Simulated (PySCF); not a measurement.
**CoO₂OH: structure of the triplet**

Aim: relax CoO₂OH as a triplet from a trigonal planar start, check by its vibrations whether the end is a minimum, and collect its spectrum and constants.

Computed with PySCF 2.14.0. Level: PBE0, basis Co def2-TZVP, O def2-TZVP, H def2-TZVP, no relativity, density fitting.

## (1) The starting structure

5 atoms, charge 0, spin multiplicity 3.

Bond lengths: Co1–O2 1.600 Å, Co1–O3 1.600 Å, Co1–O4 1.740 Å, O4–H5 0.960 Å. Angles: O2–Co1–O3 120.0°, O2–Co1–O4 120.0°, O3–Co1–O4 120.0°, Co1–O4–H5 130.0°.

Z-matrix (Å, degrees; charge 0 multiplicity 3):
```
Co
O  1 1.6000
O  1 1.6000 2 120.00
O  1 1.7400 2 120.00 3 180.00
H  4 0.9600 1 130.00 2 180.00
```

## (2) The SCF at the typed geometry

One driver script runs all steps and calls PySCF; scf.py shows how it sets up the SCF of each step. The optimiser is the driver's own. After this first run the driver tries any further starts and a stability analysis.

Contents of scf.py:

```python
from pyscf import gto, scf, dft
mol = gto.M(atom='''
Co     0.000000     0.000000     0.000000
O      1.600000     0.000000     0.000000
O     -0.800000     1.385600     0.000000
O     -0.870000    -1.506900     0.000000
H     -1.815400    -1.673600     0.000000''',
    basis={'Co': 'def2-TZVP', 'O': 'def2-TZVP', 'H': 'def2-TZVP'},
    charge=0, spin=2)
mf = dft.UKS(mol, xc='PBE0')
mf.grids.atom_grid = (50, 194)
aux = {'Co': 'def2-universal-JKFIT', 'O': 'def2-universal-JKFIT', 'H': 'def2-universal-JKFIT'}
mf = mf.density_fit(auxbasis=aux)
mf.conv_tol = 1e-08
mf.diis_space = 10
mf.max_cycle = 60
mf.init_guess = 'minao'
mf.verbose = 4
mf.kernel()
```

On the command line:

```
$ OMP_NUM_THREADS=4 python axn.py task.json out
```

The log of the run, cut to the lines that bear on the results:

```text
[... the frontier levels of the middle cycles are left out ...]
init E= -1607.62546032553
[... the frontier-level lines of each cycle are left out ...]
cycle= 1 E= -1591.35103855405  delta_E= 16.3  |g|= 5.71  |ddm|= 10.1
cycle= 2 E= -1519.97713704858  delta_E= 71.4  |g|= 16.7  |ddm|= 15.1
cycle= 3 E= -1577.35707666688  delta_E= -57.4  |g|= 11.3  |ddm|= 7.31
cycle= 4 E= -1587.82354175573  delta_E= -10.5  |g|= 9.11  |ddm|= 3.01
cycle= 5 E= -1589.68377058659  delta_E= -1.86  |g|= 7.78  |ddm|= 3.47
cycle= 6 E= -1595.44165063025  delta_E= -5.76  |g|= 6.57  |ddm|= 4.25
cycle= 7 E= -1597.17561052803  delta_E= -1.73  |g|= 5.57  |ddm|= 2.68
cycle= 8 E= -1600.14539734925  delta_E= -2.97  |g|= 4.54  |ddm|= 2.55
cycle= 9 E= -1601.57101115892  delta_E= -1.43  |g|= 4.25  |ddm|=  2.1
cycle= 10 E= -1605.47699675435  delta_E= -3.91  |g|= 3.22  |ddm|= 1.63
cycle= 11 E= -1606.45903524932  delta_E= -0.982  |g|=  2.8  |ddm|= 0.347
cycle= 12 E= -1593.41049860129  delta_E=   13  |g|= 5.59  |ddm|= 9.73
cycle= 13 E= -1605.25242625017  delta_E= -11.8  |g|= 3.64  |ddm|= 9.78
cycle= 14 E= -1605.67299949928  delta_E= -0.421  |g|= 3.38  |ddm|= 0.403
[... 46 cycles left out ...]
SCF not converged.
init E= -1607.62546032553
[... 20 cycles left out ...]
SCF not converged.
init E= -1608.5551855681
[... 16 cycles left out ...]
cycle= 17 E= -1608.55636827005  delta_E= 1.64e-06  |g|= 0.00211  |ddm|= 0.000484
cycle= 18 E= -1608.55635277065  delta_E= 1.55e-05  |g|= 0.00261  |ddm|= 0.00476
cycle= 19 E= -1608.55630855088  delta_E= 4.42e-05  |g|= 0.00327  |ddm|= 0.0143
cycle= 20 E= -1608.55630040971  delta_E= 8.14e-06  |g|= 0.0026  |ddm|= 0.00358
cycle= 21 E= -1608.55628141397  delta_E= 1.9e-05  |g|= 0.00261  |ddm|= 0.00697
cycle= 22 E= -1608.55624974214  delta_E= 3.17e-05  |g|= 0.00285  |ddm|= 0.0125
cycle= 23 E= -1608.5561910667  delta_E= 5.87e-05  |g|= 0.00354  |ddm|= 0.0261
cycle= 24 E= -1608.5561497688  delta_E= 4.13e-05  |g|= 0.00352  |ddm|= 0.0214
cycle= 25 E= -1608.55612559838  delta_E= 2.42e-05  |g|= 0.00277  |ddm|= 0.0167
cycle= 26 E= -1608.55607135057  delta_E= 5.42e-05  |g|= 0.00417  |ddm|= 0.0327
cycle= 27 E= -1608.55605843355  delta_E= 1.29e-05  |g|= 0.00321  |ddm|= 0.0113
cycle= 28 E= -1608.5559637902  delta_E= 9.46e-05  |g|= 0.00831  |ddm|= 0.0478
cycle= 29 E= -1608.55587629065  delta_E= 8.75e-05  |g|= 0.0142  |ddm|= 0.025
cycle= 30 E= -1608.55580803585  delta_E= 6.83e-05  |g|= 0.0173  |ddm|= 0.019
SCF not converged.
macro= 0  E= -1608.55606732189  delta_E= -0.000259286  |g|= 0.00352499  3 KF 15 JK
macro= 1  E= -1608.55620497335  delta_E= -0.000137651  |g|= 0.00322839  1 KF 8 JK
macro= 2  E= -1608.55597661902  delta_E= 0.000228354  |g|= 0.0114925  2 KF 7 JK
macro= 3  E= -1608.55768145819  delta_E= -0.00170484  |g|= 0.00227959  4 KF 19 JK
macro= 4  E= -1608.55769814002  delta_E= -1.66818e-05  |g|= 6.32298e-05  3 KF 17 JK
macro= 5  E= -1608.55769814002  delta_E= -2.27374e-13  |g|= 1.90338e-05  1 KF 2 JK
macro X = 6  E=-1608.55769814002  |g|= 1.90338e-05  total 15 KF 75 JK
converged SCF energy = -1608.55769814002  <S^2> = 2.3590792  2S+1 = 3.2305289
```

This step, with its further starts and checks, ran for 93 s (4 threads of Arm Neoverse V2, shared host).

Energies from each starting density:

```csv
start,energy (Eh)
the minimal-basis guess,-1608.557698
a thermally smeared density,-1608.557698
a smeared PBE density,-1608.557698
```

Where DIIS stalls, the driver goes on with a level shift of 0.3 Eh and then with a second-order solver.

The test of internal stability and the other starts found no lower solution of this spin.

## (3) Relaxation: trigonal planar start, triplet

The program finds Cs symmetry in the start, which this walk keeps.

Changes to scf.py since step 2:

```diff
@@ -3,5 +3,5 @@
-Co     0.000000     0.000000     0.000000
-O      1.600000     0.000000     0.000000
-O     -0.800000     1.385600     0.000000
-O     -0.870000    -1.506900     0.000000
-H     -1.815400    -1.673600     0.000000''',
+Co     0.027327     0.033605     0.000000
+O      1.627327     0.033605     0.000000
+O     -0.772673     1.419205     0.000000
+O     -0.842673    -1.473295     0.000000
+H     -1.788073    -1.639995     0.000000''',
@@ -17 +16,0 @@
-mf.init_guess = 'minao'
```

Energy and gradient, step by step:

```csv
step,energy (Eh),change (kJ/mol),largest symmetric gradient (Eh/bohr)
0,-1608.557698,0.00,0.02487
1,-1608.560063,-6.21,0.01492
2,-1608.561157,-9.08,0.00864
3,-1608.561566,-10.16,0.00784
4,-1608.561998,-11.29,0.00696
5,-1608.562317,-12.13,0.00535
6,-1608.562354,-12.22,0.00143
7,-1608.562360,-12.24,0.00065
8,-1608.562365,-12.25,0.00041
9,-1608.562366,-12.26,0.00022
```

The walk took 38 s.

Positions (Å) and forces (eV/Å) along the way:

```
step 0
Co   0.027   0.034   0.000   0.437  -0.169   0.000
O    1.627   0.034   0.000  -1.279   0.195   0.000
O   -0.773   1.419   0.000   0.435  -0.690   0.000
O   -0.843  -1.473   0.000   0.478   0.370   0.000
H   -1.788  -1.640   0.000  -0.071   0.293   0.000
step 1
Co   0.030   0.019   0.000  -0.403   0.508   0.000
O    1.600   0.046   0.000  -0.430   0.006   0.000
O   -0.764   1.387   0.000   0.469  -0.768   0.000
O   -0.831  -1.470   0.000   0.276  -0.075   0.000
H   -1.784  -1.609   0.000   0.087   0.329   0.000
step 5
Co   0.012  -0.001   0.000   0.128  -0.010   0.000
O    1.565   0.043   0.000   0.048  -0.001   0.000
O   -0.789   1.328   0.000  -0.105   0.097   0.000
O   -0.784  -1.518   0.000  -0.275  -0.088   0.000
H   -1.752  -1.479   0.000   0.203   0.002   0.000
step 9
Co   0.018  -0.003   0.000  -0.006  -0.011   0.000
O    1.572   0.045   0.000  -0.004   0.005   0.000
O   -0.799   1.320   0.000   0.005  -0.004   0.000
O   -0.788  -1.521   0.000  -0.003   0.009   0.000
H   -1.752  -1.467   0.000   0.009   0.001   0.000
```

It settles in Cs symmetry, 12.3 kJ/mol below the start, after 9 steps: Co–O 1.555 Å (×2), Co–O 1.718 Å, O–H 0.965 Å; Co–O–H 114.8°, O–Co–O 119.8° (×2), O–Co–O 120.4°.

## (4) Is it a minimum? Harmonic modes

On the finer grid the gradient is checked again; gradients at displacements of ±0.02 bohr then give force constants and infrared intensities.

Changes to scf.py since step 3:

```diff
@@ -3,5 +3,5 @@
-Co     0.027327     0.033605     0.000000
-O      1.627327     0.033605     0.000000
-O     -0.772673     1.419205     0.000000
-O     -0.842673    -1.473295     0.000000
-H     -1.788073    -1.639995     0.000000''',
+Co     0.026999     0.034949     0.000000
+O      1.580863     0.083796     0.000000
+O     -0.790087     1.357132     0.000000
+O     -0.779401    -1.482007     0.000000
+H     -1.742792    -1.427993     0.000000''',
@@ -11 +11 @@
-mf.grids.atom_grid = (50, 194)
+mf.grids.atom_grid = (75, 302)
@@ -14 +14 @@
-mf.conv_tol = 1e-08
+mf.conv_tol = 1e-10
```

The driver hands on the density of the step before, so the log starts near convergence.

SCF at the final geometry:

```text
init E= -1608.5622894385
[... the frontier-level lines of each cycle are left out ...]
cycle= 1 E= -1608.56228943805  delta_E= 4.43e-10  |g|= 3.6e-05  |ddm|= 2.05e-05
cycle= 2 E= -1608.56228942566  delta_E= 1.24e-08  |g|= 0.000188  |ddm|= 9.57e-05
cycle= 3 E= -1608.5622894385  delta_E= -1.28e-08  |g|= 1.7e-05  |ddm|= 7.92e-05
cycle= 4 E= -1608.56228943856  delta_E= -5.96e-11  |g|= 2.75e-06  |ddm|= 5.21e-06
Extra cycle  E= -1608.56228943853  delta_E= 2.89e-11  |g|= 1.24e-05  |ddm|= 7.12e-06
converged SCF energy = -1608.56228943853  <S^2> = 2.0420113  2S+1 = 3.027878
```

The whole step took 2.7 min.

Geometry: Cs; Co–O 1.554 Å (×2), Co–O 1.718 Å, O–H 0.965 Å; Co–O–H 114.8°, O–Co–O 119.9° (×2), O–Co–O 120.3°.

Harmonic modes (main isotopes):

```
symmetry  ω (cm⁻¹)  IR (km/mol)  μ (u)
     a''      115i         60.8   1.20
     a''       226         64.0   8.12
      a'       230          3.8   7.82
      a'       320          1.0  16.13
      a'       723          140   3.89
      a'       748         11.0   1.43
      a'      1006         38.1  15.47
      a'      1026          113  18.43
      a'      3842          203   1.07
```

μ is the mass of the mode for normalised Cartesian displacements, not the reduced mass of the usual diatomic formula.

With 1 mode imaginary (up to 115i cm⁻¹) this point is a saddle.

Properties at this point:

```
Dipole moment                                                   : 2.22 D
Highest occupied level                                          : -9.46 eV
Lowest empty level                                              : -4.98 eV
Rotational constants                                            : 0.2883, 0.237, 0.1301 cm⁻¹
Zero-point energy (real modes)                                  : 48.6 kJ/mol
Principal polarisabilities                                      : 21.3, 45.1, 49.8 bohr³
Atomisation energy without zero-point energy                    : 1361 kJ/mol
Principal traceless quadrupole moments about the centre of mass : -6.34, 1.30, 5.04 D Å
Spin squared ⟨S²⟩                                               : 2.042
```

Charges (e) and bond orders:

```
atom  Mulliken  Löwdin  polar tensor  spin (Mulliken)  Mayer order to Co1
 Co1      1.06    0.28          1.19             1.29                   –
  O2     -0.41   -0.12         -0.42             0.33                1.66
  O3     -0.42   -0.14         -0.43             0.25                1.70
  O4     -0.58   -0.21         -0.65             0.14                1.02
  H5      0.35    0.19          0.32             0.00                0.02
```

Mulliken populations on Co1: s 6.41, p 12.35, d 7.18, f 0.00.

## (5) Following the imaginary mode

The atoms are moved a little along the softest imaginary mode and relaxed again.

The program finds C1 symmetry in the start.

Changes to scf.py since step 4:

```diff
@@ -3,5 +3,5 @@
-Co     0.026999     0.034949     0.000000
-O      1.580863     0.083796     0.000000
-O     -0.790087     1.357132     0.000000
-O     -0.779401    -1.482007     0.000000
-H     -1.742792    -1.427993     0.000000''',
+Co     0.026845     0.035288     0.009418
+O      1.580709     0.084134    -0.018322
+O     -0.790241     1.357471    -0.008136
+O     -0.779555    -1.481668     0.007510
+H     -1.742946    -1.427654    -0.250000''',
@@ -11 +11 @@
-mf.grids.atom_grid = (75, 302)
+mf.grids.atom_grid = (50, 194)
@@ -14 +14 @@
-mf.conv_tol = 1e-10
+mf.conv_tol = 1e-08
```

Steps of the walk (not every step is listed):

```csv
step,energy (Eh),change (kJ/mol),largest gradient (Eh/bohr)
0,-1608.561440,0.00,0.02888
1,-1608.562296,-2.25,0.00421
2,-1608.562215,-2.04,0.01032
3,-1608.562474,-2.71,0.00489
4,-1608.562498,-2.78,0.00058
5,-1608.562542,-2.90,0.00237
6,-1608.562558,-2.94,0.00749
7,-1608.562599,-3.04,0.00316
8,-1608.562647,-3.17,0.00179
9,-1608.562702,-3.31,0.00957
10,-1608.562775,-3.51,0.00116
12,-1608.562854,-3.71,0.01055
14,-1608.562996,-4.09,0.00294
16,-1608.563156,-4.51,0.00685
18,-1608.563353,-5.02,0.00938
20,-1608.563493,-5.39,0.00106
22,-1608.563539,-5.51,0.00280
23,-1608.563563,-5.58,0.00171
24,-1608.563579,-5.62,0.00075
25,-1608.563586,-5.64,0.00073
26,-1608.563587,-5.64,0.00096
27,-1608.563589,-5.64,0.00016
```

The walk took 2.1 min.

Geometry (Å) and forces (eV/Å) at some steps:

```
step 0
Co   0.027   0.035   0.009  -0.019  -0.059   0.026
O    1.581   0.084  -0.018   0.013   0.016  -0.015
O   -0.790   1.357  -0.008  -0.005   0.032  -0.007
O   -0.780  -1.482   0.008  -1.476   0.089  -0.389
H   -1.743  -1.428  -0.250   1.485  -0.077   0.386
step 1
Co   0.023   0.034   0.046   0.003  -0.041  -0.164
O    1.576   0.081  -0.033  -0.060   0.000   0.044
O   -0.790   1.359  -0.019   0.021  -0.048   0.063
O   -0.794  -1.480  -0.002   0.217   0.088   0.136
H   -1.721  -1.426  -0.250  -0.181   0.001  -0.078
step 14
Co   0.001   0.048   0.107  -0.029  -0.033   0.004
O    1.538   0.044  -0.144   0.022   0.000  -0.018
O   -0.758   1.406   0.024  -0.007   0.020   0.004
O   -0.881  -1.414   0.192  -0.138  -0.002  -0.069
H   -1.607  -1.515  -0.439   0.152   0.015   0.079
step 27
Co  -0.048   0.083   0.164  -0.002  -0.005   0.000
O    1.450  -0.043  -0.251   0.005   0.005  -0.004
O   -0.702   1.498   0.085   0.001  -0.001   0.002
O   -1.023  -1.312   0.284  -0.004  -0.001  -0.007
H   -1.383  -1.657  -0.541   0.000   0.001   0.010
```

End point (Cs, 27 steps, 5.6 kJ/mol gained): Co–O 1.560 Å (×2), Co–O 1.706 Å, O–H 0.964 Å; Co–O–H 116.5°, O–Co–O 117.5°, O–Co–O 120.1°, O–Co–O 120.4°.

## (6) Vibrations and properties at this point

As before: finer grid, then central differences.

Changes to scf.py since step 5:

```diff
@@ -3,5 +3,5 @@
-Co     0.026845     0.035288     0.009418
-O      1.580709     0.084134    -0.018322
-O     -0.790241     1.357471    -0.008136
-O     -0.779555    -1.481668     0.007510
-H     -1.742946    -1.427654    -0.250000''',
+Co     0.032316     0.031581     0.064391
+O      1.531368    -0.089758    -0.351074
+O     -0.625936     1.443670    -0.020457
+O     -0.941536    -1.363757     0.181611
+H     -1.308981    -1.703026    -0.642445''',
@@ -11 +11 @@
-mf.grids.atom_grid = (50, 194)
+mf.grids.atom_grid = (75, 302)
@@ -14 +14 @@
-mf.conv_tol = 1e-08
+mf.conv_tol = 1e-10
```

SCF at the final geometry:

```text
init E= -1608.56350633482
[... the frontier-level lines of each cycle are left out ...]
cycle= 1 E= -1608.56350633451  delta_E= 3.09e-10  |g|= 3.81e-05  |ddm|= 1.23e-05
cycle= 2 E= -1608.56350632137  delta_E= 1.31e-08  |g|= 0.00025  |ddm|= 7.38e-05
cycle= 3 E= -1608.56350633482  delta_E= -1.34e-08  |g|= 6.24e-06  |ddm|= 6.31e-05
cycle= 4 E= -1608.56350633483  delta_E= -1.21e-11  |g|= 8.71e-07  |ddm|= 3.26e-06
Extra cycle  E= -1608.56350633484  delta_E= -1.14e-11  |g|= 2.29e-06  |ddm|= 2.67e-06
converged SCF energy = -1608.56350633484  <S^2> = 2.0316183  2S+1 = 3.0210053
```

The whole step ran for 2.5 min (4 threads of Arm Neoverse V2, shared host).

Geometry: Cs; Co–O 1.560 Å (×2), Co–O 1.706 Å, O–H 0.964 Å; Co–O–H 116.5°, O–Co–O 117.5°, O–Co–O 120.2° (×2).

Modes, for the most abundant isotopes:

| symmetry | ω (cm⁻¹) | IR (km/mol) |
| --- | --- | --- |
| a'' | 178 | 56.2 |
| a' | 196 | 20.7 |
| a'' | 290 | 40.2 |
| a' | 337 | 1.1 |
| a' | 730 | 144 |
| a' | 771 | 35.3 |
| a'' | 956 | 68.9 |
| a' | 998 | 51.8 |
| a' | 3848 | 182 |

Every mode is real; the point is a minimum.

Properties at this point:

```yaml
Dipole_moment: 1.96 D
Highest_occupied_level: -9.38 eV
Lowest_empty_level: -4.79 eV
Rotational_constants: 0.2894, 0.2335, 0.132 cm⁻¹
Zero-point_energy: 49.7 kJ/mol
Principal_polarisabilities: 23.1, 45.9, 48.1 bohr³
Atomisation_energy_without_zero-point_energy: 1364 kJ/mol
Principal_traceless_quadrupole_moments_about_the_centre_of_mass: -5.25, -3.37, 8.62 D Å
Entropy_at_298.15_K_and_1_bar_electronic_part_spin_only: 312.9 J/(mol K)
Heat_capacity_Cp_at_298.15_K: 72.1 J/(mol K)
Enthalpy_at_298.15_K_above_0_K: 15.80 kJ/mol
Rotational_symmetry_number: 1
Spin_squared_⟨S²⟩: 2.032
```

Populations by atom (charges in e):

```csv
atom,Mulliken,Löwdin,polar tensor,spin (Mulliken),Mayer order to Co1
Co1,1.07,0.29,1.16,1.22,–
"O2,3",-0.41,-0.13,-0.40,0.39,1.68
O4,-0.60,-0.21,-0.68,-0.01,0.95
H5,0.35,0.18,0.32,0.01,0.02
```

Mulliken populations on Co1: s 6.39, p 12.34, d 7.19, f 0.00.

## (7) The points found, side by side

| spin | group | bonds | imaginary modes (cm⁻¹) | ΔE (kJ/mol) | with zero-point energy |
| --- | --- | --- | --- | --- | --- |
| triplet | Cs | Co–O 1.560 Å (×2), Co–O 1.706 Å, O–H 0.964 Å | none | 0.0 | 0.0 |
| triplet | Cs | Co–O 1.554 Å (×2), Co–O 1.718 Å, O–H 0.965 Å | 115i | 3.2 | – |

## (8) Outcome

```
                                          quantity                                                                                           value
                                           minimum                                                                                     triplet, Cs
                                          geometry  Co–O 1.560 Å (×2), Co–O 1.706 Å, O–H 0.964 Å; Co–O–H 116.5°, O–Co–O 117.5°, O–Co–O 120.2° (×2)
                                wavenumbers (cm⁻¹)    178 (a''), 196 (a'), 290 (a''), 337 (a'), 730 (a'), 771 (a'), 956 (a''), 998 (a'), 3848 (a')
                                     dipole moment                                                                                          1.96 D
highest occupied, lowest empty level (either spin)                                                                                 -9.38, -4.79 eV
                        polar-tensor charge of Co1                                                                                         +1.16 e
                                 zero-point energy                                                                                     49.7 kJ/mol
                               entropy at 298.15 K                                                                                 312.9 J/(mol K)
         atomisation energy (no zero-point energy)                                                                                     1364 kJ/mol
                                              ⟨S²⟩                                                                                           2.032
```

From Cs at the start the molecule goes to a Cs minimum, after a stop at a saddle point 3.2 kJ/mol higher, from which it was pushed off along an imaginary mode. The strongest infrared band lies at 3848 cm⁻¹ (a'). Most of the spin sits on Co1 (Mulliken spin 1.22, against 2 for the whole molecule). Other starts or spin states, not run here, may lie lower. Open d and f shells are described by one determinant, and the ground state may have another occupation or spin.

The search up to here took 9.5 min.
